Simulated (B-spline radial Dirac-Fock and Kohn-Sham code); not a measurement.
# Elastic scattering of positrons by As

Aim: how strongly As scatters positrons elastically, and to which angles, at 4 energies.

The numbers are computed with B-spline radial Dirac-Fock and Kohn-Sham code (version 3): Dirac partial waves in the static field of the Dirac-Fock density, no polarisation or absorption.

## (1) The atom as given

Atomic arsenic, [Ar] 3d10 4s2 4p3.

| Property | Result |
| --- | --- |
| nuclear charge | 33 |
| electrons | 33 |
| mass number | 75 |
| nuclear rms radius | 4.0968 fm |

## (2) 138.0 eV

Settings, as recorded:

```ini
task = elastic
Z = 33
charge = 0
configuration = 1s2 2s2 2p6 3s2 3p6 3d10 4s2 4p3
mass_number = 75
rms_radius = 4.0968  # fm
projectile = positron
energy = 138.0  # eV
theta = [0, 10, 20, 30, 40, 50, 60, 70, 80, 90, 100, 110, 120, 130, 140, 150, 160, 170, 180]  # deg
```

## (3) 449.0 eV

The run's settings:

```ini
task = elastic
projectile = positron
energy = 449.0  # eV
theta = [0, 10, 20, 30, 40, 50, 60, 70, 80, 90, 100, 110, 120, 130, 140, 150, 160, 170, 180]  # deg
```

## (4) 5890 eV

Settings, as recorded:

```ini
task = elastic
projectile = positron
energy = 5890.0  # eV
theta = [0, 10, 20, 30, 40, 50, 60, 70, 80, 90, 100, 110, 120, 130, 140, 150, 160, 170, 180]  # deg
```

## (5) 13200 eV

Settings, as recorded:

```ini
task = elastic
projectile = positron
energy = 13200.0  # eV
theta = [0, 10, 20, 30, 40, 50, 60, 70, 80, 90, 100, 110, 120, 130, 140, 150, 160, 170, 180]  # deg
```

(Steps that only read results are left out.)

**Question.** What will these runs give? Wanted: largest Sherman function.

The runs gave:

```
                quantity                   value
 σ at 138.0 and 13200 eV     14.8 and 1.23 bohr²
    backward share there        4.72 and 0.210 %
largest Sherman function  0.003 at 90°, 13200 eV
```

It takes about 5.4 elastic collisions to lose the direction at 138.0 eV and 58 at 13200 eV (σ over the first transport cross section). The angular distributions show no deep diffraction minima on this grid. Spin polarisation by scattering stays small. Under about 200 eV a static field without polarisation is a poor model.
